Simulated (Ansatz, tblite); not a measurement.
# Si(OAc)H3 (C₂H₆O₂Si): rung by rung, part 2 of 2

How do method and basis change the picture of Si(OAc)H3 (C₂H₆O₂Si) (singlet)?

Ansatz 0.2.0, Gaussian basis; as each input shows. Earlier steps stand in the parts before.

## (10) PBE0-D4/def2-SVP

The input, in.yaml:

```yaml
crystal:
  periodic: [false, false, false]
  atoms:
    - {symbol: C, position_ang: [0.240147, 0.448912, 0.431857]}
    - {symbol: C, position_ang: [0.190969, 0.386132, 1.926573]}
    - {symbol: O, position_ang: [-0.333714, -0.609584, -0.156785]}
    - {symbol: O, position_ang: [0.733944, 1.336916, -0.217708]}
    - {symbol: Si, position_ang: [-0.320206, -0.620418, -1.875635]}
    - {symbol: H, position_ang: [0.662729, 1.277070, 2.354374]}
    - {symbol: H, position_ang: [0.705680, -0.521701, 2.273709]}
    - {symbol: H, position_ang: [-0.854503, 0.309691, 2.258933]}
    - {symbol: H, position_ang: [1.075761, -0.650588, -2.385641]}
    - {symbol: H, position_ang: [-1.083876, 0.537285, -2.410643]}
    - {symbol: H, position_ang: [-1.016942, -1.893705, -2.199026]}
basis:
  gaussian: {orbitals: def2-SVP, initial_orbitals: start.molden}
hamiltonian: {xc: pbe0, dispersion: d4}
scf: {omitted_lower_state_checks: [starts]}
output: {orbitals: {seedname: orbitals}}
```

Started as:

```sh
$ ansatz run in.yaml --threads 2 --pin off --events-out ev --progress --plain --max-ram 4352MiB
```

The log of the run:

```text
Functional definition: PBE0
  name "PBE0"
  cite "Adamo & Barone, J. Chem. Phys. 110, 6158 (1999) doi:10.1063/1.478522"
  cite "Perdew, Burke & Ernzerhof, Phys. Rev. Lett. 77, 3865 (1996) doi:10.1103/PhysRevLett.77.3865"
  parent pbe
  parameter a = 0.25
  parameter kappa = 0.804
  parameter beta = 0.06672455060314922
  exchange = (1 - a)*pbe_x(kappa = kappa, mu = beta*pi^2/3) + a*exact_x
  correlation = pbe_c(beta = beta)
these checks for a lower state are left out or cut short: starts
1146 factors; their error is unknown
mean field evaluation 1: about -14127.0838 eV, gradient 7.6e0 eV
mean field evaluation 2: about -14127.2174 eV, gradient 1.1e-1 eV
mean field evaluation 4: about -14127.2720 eV, gradient 1.3e-4 eV
mean field -14127.27196057 eV, -519.1676687422 hartree, gradient 1.4e-5 eV, S^2 0.000000; 0 other end points of the search recorded, 0 dependent functions left out
reference -14127.27198839 eV, -519.1676697644 hartree; 24, 24 occupied and 80, 80 virtual orbitals, 1146 factors
Total energy: -14127.44681342 eV, -519.1740944656 hartree
Checks for a lower state left out: starts
```

It took 1.7 s on 2 threads of Intel Xeon Platinum 8259CL at 2.50GHz, shared host.

HOMO -8.12 eV, LUMO 0.13 eV.

## (11) HF/STO-3G

Changes to in.yaml since step 10:

```diff
@@ -15,4 +15,4 @@
 basis:
-  gaussian: {orbitals: def2-SVP, initial_orbitals: start.molden}
-hamiltonian: {xc: pbe0, dispersion: d4}
+  gaussian: {orbitals: STO-3G}
+hamiltonian: {xc: hf}
 scf: {omitted_lower_state_checks: [starts]}
```

Same command.

The log of the run:

```text
Functional definition: HF
  name "HF"
  cite "Fock, Z. Phys. 61, 126 (1930) doi:10.1007/BF01340294"
  parent pbe
  exchange = exact_x
  correlation = 0
these checks for a lower state are left out or cut short: starts
467 factors; integrals over basis functions are off by at most 2.9e-5 eV
mean field evaluation 1: about -13916.8353 eV, gradient 3.7e1 eV
mean field evaluation 2: about -13917.0249 eV, gradient 3.7e1 eV
mean field evaluation 4: about -13921.5576 eV, gradient 3.1e0 eV
mean field evaluation 8: about -13921.6204 eV, gradient 2.3e-2 eV
mean field -13921.61561654 eV, -511.6099374978 hartree, gradient 9.6e-6 eV, S^2 0.000000; 0 other end points of the search recorded, 0 dependent functions left out
reference -13921.61561654 eV, -511.6099374978 hartree; 24, 24 occupied and 11, 11 virtual orbitals, 467 factors
Total energy: -13921.61561654 eV, -511.6099374978 hartree
Checks for a lower state left out: starts
```

Run time: 0.25 s. Hardware: 2 threads of Intel Xeon Platinum 8259CL at 2.50GHz, shared host.

HOMO -8.84 eV, LUMO 8.79 eV.

## (12) CCSD(T)/def2-SVP

Changes to in.yaml since step 11:

```diff
@@ -15,4 +15,4 @@
 basis:
-  gaussian: {orbitals: STO-3G}
-hamiltonian: {xc: hf}
+  gaussian: {orbitals: def2-SVP, initial_orbitals: start.molden}
+correlation: {method: ccsd_t}
 scf: {omitted_lower_state_checks: [starts]}
```

Launched as before.

The log of the run:

```text
Functional definition: HF
  name "HF"
  cite "Fock, Z. Phys. 61, 126 (1930) doi:10.1007/BF01340294"
  parent pbe
  exchange = exact_x
  correlation = 0
these checks for a lower state are left out or cut short: starts
1024 factors; integrals over basis functions are off by at most 1.2e-3 eV
mean field evaluation 1: about -14085.8512 eV, gradient 2.1e1 eV
mean field evaluation 2: about -14086.6969 eV, gradient 7.4e-1 eV
mean field evaluation 4: about -14086.7076 eV, gradient 6.6e-2 eV
mean field evaluation 8: about -14086.7076 eV, gradient 2.9e-6 eV
mean field -14086.70757867 eV, -517.6769552027 hartree, gradient 2.9e-6 eV, S^2 0.000000; 0 other end points of the search recorded, 0 dependent functions left out
9 core orbitals not correlated: weight in the atoms' cores, before any rotation towards them, 1.000 or more for the frozen orbitals, at most 0.000 for the correlated occupied ones
reference -14086.70757867 eV, -517.6769552027 hartree; 15, 15 occupied and 80, 80 virtual orbitals, 1024 factors
second order -19.92749809 eV of doubles, -0.00000000 eV of singles
cycle   1  -20.36443696 eV  change   -4.4e-1 eV  update   1.2e-1
cycle   2  -20.97155907 eV  change   -6.1e-1 eV  update   3.5e-2
cycle   3  -21.13397312 eV  change   -1.6e-1 eV  update   1.9e-2
cycle   4  -21.12352926 eV  change    1.0e-2 eV  update   4.4e-3
cycle   5  -21.12285437 eV  change    6.7e-4 eV  update   1.7e-3
cycle   6  -21.12327907 eV  change   -4.2e-4 eV  update   4.7e-4
cycle   7  -21.12297098 eV  change    3.1e-4 eV  update   1.8e-4
cycle   8  -21.12291412 eV  change    5.7e-5 eV  update   5.1e-5
cycle   9  -21.12294305 eV  change   -2.9e-5 eV  update   1.8e-5
perturbative correction -0.62240450 eV, -0.0228729434 hartree
Total energy: -14108.45292622 eV, -518.4760819856 hartree
Checks for a lower state left out: starts
```

Wall time 7.5 s (2 threads of Intel Xeon Platinum 8259CL at 2.50GHz, shared host).

Report: Hartree-Fock HOMO -12.50 eV, LUMO 4.07 eV; T1 0.015.

## (13) MP2/def2-TZVP

Changes to in.yaml since step 12:

```diff
@@ -15,4 +15,4 @@
 basis:
-  gaussian: {orbitals: def2-SVP, initial_orbitals: start.molden}
-correlation: {method: ccsd_t}
+  gaussian: {orbitals: def2-TZVP, initial_orbitals: start.molden}
+correlation: {method: mp2}
 scf: {omitted_lower_state_checks: [starts]}
```

Launched as before.

The log of the run:

```text
Functional definition: HF
  name "HF"
  cite "Fock, Z. Phys. 61, 126 (1930) doi:10.1007/BF01340294"
  parent pbe
  exchange = exact_x
  correlation = 0
these checks for a lower state are left out or cut short: starts
1327 factors; integrals over basis functions are off by at most 1.2e-3 eV
mean field evaluation 1: about -14095.6555 eV, gradient 3.0e1 eV
mean field evaluation 2: about -14096.6171 eV, gradient 1.1e0 eV
mean field evaluation 4: about -14096.9583 eV, gradient 1.0e-2 eV
mean field evaluation 8: about -14096.9583 eV, gradient 2.2e-6 eV
mean field -14096.95832859 eV, -518.0536633141 hartree, gradient 5.7e-6 eV, S^2 0.000000; 0 other end points of the search recorded, 0 dependent functions left out
9 core orbitals not correlated: weight in the atoms' cores, before any rotation towards them, 1.000 or more for the frozen orbitals, at most 0.000 for the correlated occupied ones
reference -14096.95832859 eV, -518.0536633141 hartree; 15, 15 occupied and 173, 173 virtual orbitals, 1327 factors
second order -24.46782036 eV of doubles, -0.00000000 eV of singles
Total energy: -14121.42614895 eV, -518.9528391275 hartree
Checks for a lower state left out: starts
```

Wall time 3.8 s (2 threads of Intel Xeon Platinum 8259CL at 2.50GHz, shared host).

From the report: Hartree-Fock HOMO -12.47 eV, LUMO 3.03 eV.

## (14) Levels side by side

| level | functions | HOMO (eV) | LUMO (eV) | gap (eV) | time |
| --- | --- | --- | --- | --- | --- |
| HF/STO-3G | 35 | -8.84 | 8.79 | 17.63 | 0.25 s |
| HF/def2-TZVP | 197 | -12.47 | 3.03 | 15.49 | 2.2 s |
| PBE-D4/def2-SVP | 104 | -6.37 | -0.98 | 5.39 | 1.4 s |
| PBE-D4/def2-TZVP | 197 | -6.56 | -1.18 | 5.38 | 3.9 s |
| BLYP-D4/def2-TZVP | 197 | -6.47 | -1.07 | 5.40 | 2.7 s |
| r2SCAN-D4/def2-TZVP | 197 | -6.90 | -0.90 | 6.00 | 4.6 s |
| PBE0-D4/def2-SVP | 104 | -8.12 | 0.13 | 8.25 | 1.7 s |
| PBE0-D4/def2-TZVP | 197 | -8.23 | -0.02 | 8.21 | 4.2 s |
| CAM-B3LYP-D4/def2-TZVP | 197 | -9.72 | 1.07 | 10.80 | 4.4 s |

The pieces so far (eV):

| basis | HF | MP2 correlation | CCSD correlation | (T) | total |
| --- | --- | --- | --- | --- | --- |
| def2-SVP | -14086.7076 | -19.9275 | -21.1229 | -0.6224 | -14108.4529 |
| def2-TZVP | -14096.9583 | -24.4678 |  |  | -14121.4261 (MP2) |

## (15) Binding energy

Free atoms were run apart at each level; binding is atoms less cluster, divided by the number of atoms, without zero-point or spin-orbit terms.

| method | binding an atom (eV) | from CCSD(T)/def2-SVP (eV) | time |
| --- | --- | --- | --- |
| HF/STO-3G | 3.313 | -0.544 | 0.25 s |
| HF/def2-SVP | 2.962 | -0.895 |  |
| HF/def2-TZVP | 2.938 | -0.919 | 2.2 s |
| PBE-D4/def2-SVP | 4.177 | +0.320 | 1.4 s |
| PBE-D4/def2-TZVP | 4.146 | +0.289 | 3.9 s |
| BLYP-D4/def2-TZVP | 4.067 | +0.210 | 2.7 s |
| r2SCAN-D4/def2-TZVP | 4.077 | +0.220 | 4.6 s |
| PBE0-D4/def2-SVP | 4.080 | +0.223 | 1.7 s |
| PBE0-D4/def2-TZVP | 4.055 | +0.198 | 4.2 s |
| CAM-B3LYP-D4/def2-TZVP | 4.084 | +0.227 | 4.4 s |
| MP2/def2-SVP | 3.917 | +0.060 |  |
| MP2/def2-TZVP | 3.999 | +0.142 | 3.8 s |
| CCSD/def2-SVP | 3.812 | -0.045 |  |
| CCSD(T)/def2-SVP | 3.857 | 0 | 7.5 s |

Among the levels timed on like hardware and quicker than the yardstick, those that no quicker one beats, quickest first: HF/STO-3G (0.25 s, -0.544 eV); PBE-D4/def2-SVP (1.4 s, +0.320 eV); PBE0-D4/def2-SVP (1.7 s, +0.223 eV); BLYP-D4/def2-TZVP (2.7 s, +0.210 eV); MP2/def2-TZVP (3.8 s, +0.142 eV).

## (16) Outcome

What follows sums up all 2 parts.

| quantity | value |
| --- | --- |
| gap in def2-TZVP, named functionals and Hartree-Fock, smallest and largest | 5.38 eV (PBE-D4), 15.49 eV (HF) |
| correlation energy, CCSD(T)/def2-SVP | -21.75 eV |
| correlation energy, MP2/def2-TZVP | -24.47 eV |
| binding an atom, CCSD(T)/def2-SVP | 3.857 eV |
| PBE0 total energy, smallest basis above largest | 10.03 eV (def2-SVP, def2-TZVP) |

In words: Orbital gaps of the named functionals and Hartree-Fock in def2-TZVP span 5.38 eV (PBE-D4) to 15.49 eV (HF); exact exchange widens it. A small miss in a minimal or small basis is a cancelling of errors, not accuracy. The functionals in def2-TZVP miss CCSD(T)/def2-SVP by +0.198 (PBE0-D4) to +0.289 eV (PBE-D4) an atom. The yardstick is in a double-zeta basis, so levels in larger sets aren't compared like for like. CCSD(T)/def2-SVP isn't at the basis-set limit; small misses against it rank nothing.

For cost: MP2/def2-TZVP gets within 0.142 eV in 3.8 s, where CCSD(T)/def2-SVP took 7.5 s; the quickest level in the cost chart, HF/STO-3G, takes 0.25 s and misses by 0.544 eV. The slowest run with a step of its own, CCSD(T)/def2-SVP, took 7.5 s; the quickest functional in def2-TZVP took 2.7 s (shared host).
